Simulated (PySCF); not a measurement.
# From one method to the next for InO⁺ (triplet)

What do other methods print for InO⁺ (triplet)?

Program: PySCF 2.14.0. Level of theory: method and basis as typed in the scripts. These are calculated values, not measurements.

## (1) Starting geometry

InO⁺ (triplet): 2 atoms, charge 1, spin multiplicity 3.

Bond lengths: In1–O2 2.403 Å.

## (2) The base run

The input, input.py:

```python
from pyscf import gto, dft
from pyscf.geomopt.geometric_solver import optimize

mol = gto.M(
    atom='In 0 0 0; O 0 0 2.403',
    basis='def2-svp',
    ecp={'In': 'def2-svp'},
    charge=1,
    spin=2,
    verbose=4,
)
mf = dft.UKS(mol, xc='b3pw91')
mf.kernel()
g = mf.nuc_grad_method()
g.grid_response = True
mol_eq = optimize(g.as_scanner(), maxsteps=30)
print('optimised geometry (angstrom)')
print(mol_eq.tostring('raw'))
print('orbital energies (hartree):', [e[max(0, n-3):n+3].round(4) for e, n in zip(mf.mo_energy, mol.nelec)])
```

Run with:

```console
$ python input.py
```

## (3) Slater,

Run 1 changes functional: b3pw91 → slater,.

input.py: that of step 2 with these lines changed.

```diff
@@ -11,3 +11,3 @@
 )
-mf = dft.UKS(mol, xc='b3pw91')
+mf = dft.UKS(mol, xc='slater,')
 mf.kernel()
```

## (4) SCF alone

Run 2 changes step after the SCF: optimize → none.

The input, input.py:

```python
from pyscf import gto, dft

mol = gto.M(
    atom='In 0 0 0; O 0 0 2.403',
    basis='def2-svp',
    ecp={'In': 'def2-svp'},
    charge=1,
    spin=2,
    verbose=4,
)
mf = dft.UKS(mol, xc='b3pw91')
mf.kernel()
mf.dip_moment()
print('orbital energies (hartree):', [e[max(0, n-3):n+3].round(4) for e, n in zip(mf.mo_energy, mol.nelec)])
```

**Question.** What will these runs give? Wanted: for each run, E(SCF); from base; gap, α spin; after the SCF.

As calculated:

```csv
run,E(SCF) (hartree),from base (eV),cycles,"gap, α spin (eV)",after the SCF
base,-264.978640,0,10,7.04,"bond 2.910 Å, -0.271 eV"
"slater, (poor choice)",-262.115500,not comparable,23,5.44,"bond 2.183 Å, -0.083 eV"
SCF alone,-264.978640,0.0000,10,7.04,n/a
```

SCF columns refer to the geometry typed in the script.

**Reading.** A lower total energy from another functional means nothing by itself. Rows marked «poor choice» come from settings spoiled on purpose.
